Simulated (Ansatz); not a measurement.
**AlClH2OSSi: how energies converge with the basis set**

An exercise on one series of results from a longer session: the logs are not shown, and one member is left open.

Program: Ansatz 0.2.0, Gaussian basis. Level of theory: one geometry, several basis sets. These are calculated values, not measurements.

Levels to be run: PBE0-D4/def2-SVP; ωB97M-V/def2-SVP; PBE0-D4/def2-QZVPP; ωB97M-V/def2-QZVPP; the functionals' def2-TZVPP values are taken from earlier runs.

## Structure used throughout

An earlier PBE0-D4 in a triple-zeta def2 set relaxation fixed the geometry.

SMILES `O[SiH]1[S][Al]1[Cl]`, 7 atoms, charge 0, spin multiplicity 1.

Atoms are counted from 1 here; the program's logs count them from 0.

Bond lengths: O1–Si2 1.641 Å, O1–H6 0.959 Å, Si2–S3 2.191 Å, Si2–Al4 2.313 Å, Si2–H7 1.479 Å, S3–Al4 2.176 Å, Al4–Cl5 2.080 Å. Angles: Si2–O1–H6 117.6°, O1–Si2–S3 116.1°, O1–Si2–Al4 128.7°, O1–Si2–H7 103.5°, S3–Si2–Al4 57.7°, S3–Si2–H7 113.6°, Al4–Si2–H7 126.2°, Si2–S3–Al4 64.0°, Si2–Al4–S3 58.3°, Si2–Al4–Cl5 167.8°, S3–Al4–Cl5 133.6°.

Set-up of the first run:

in.yaml reads:

```yaml
crystal:
  periodic: [false, false, false]
  atoms:
    - {symbol: O, position_ang: [-0.152710, -0.236496, 2.012870]}
    - {symbol: Si, position_ang: [0.595311, -0.196165, 0.552874]}
    - {symbol: S, position_ang: [-0.261651, -1.478325, -1.004083]}
    - {symbol: Al, position_ang: [-0.189128, 0.650259, -1.452239]}
    - {symbol: Cl, position_ang: [-0.832876, 1.801519, -3.060685]}
    - {symbol: H, position_ang: [-1.100704, -0.092124, 2.029848]}
    - {symbol: H, position_ang: [2.003058, -0.516868, 0.875814]}
basis:
  gaussian: {orbitals: def2-SVP}
hamiltonian: {xc: pbe0, dispersion: d4}
output: {orbitals: {seedname: orbitals}}
```

Command:

```
$ ansatz run in.yaml --threads 2 --pin off --events-out ev --progress --plain --max-ram 4352MiB
```

Steps of the session up to this table: PBE0-D4 in def2-SVP; ωB97M-V in def2-SVP; PBE0-D4 in def2-QZVPP; ωB97M-V in def2-QZVPP.

One of the session's tables, all rows but one given; the rest of the session is left out.

It belongs to the step «Density functionals: the series». 

| functional | basis | HOMO (eV) | LUMO (eV) |
| --- | --- | --- | --- |
| PBE0-D4 | def2-SVP | -6.66 | -1.64 |
| PBE0-D4 | def2-TZVPP | -6.70 | -1.79 |
| PBE0-D4 | def2-QZVPP | -6.73 | -1.85 |
| ωB97M-V | def2-SVP | -8.53 | 0.18 |
| ωB97M-V | def2-TZVPP | ? | ? |
| ωB97M-V | def2-QZVPP | -8.65 | -0.18 |

Estimate the missing values for ωB97M-V, def2-TZVPP.

**Answer.** HOMO (eV): -8.62; LUMO (eV): -0.04. In the column «HOMO (eV)» it lies between ωB97M-V, def2-QZVPP (-8.65) and ωB97M-V, def2-SVP (-8.53).
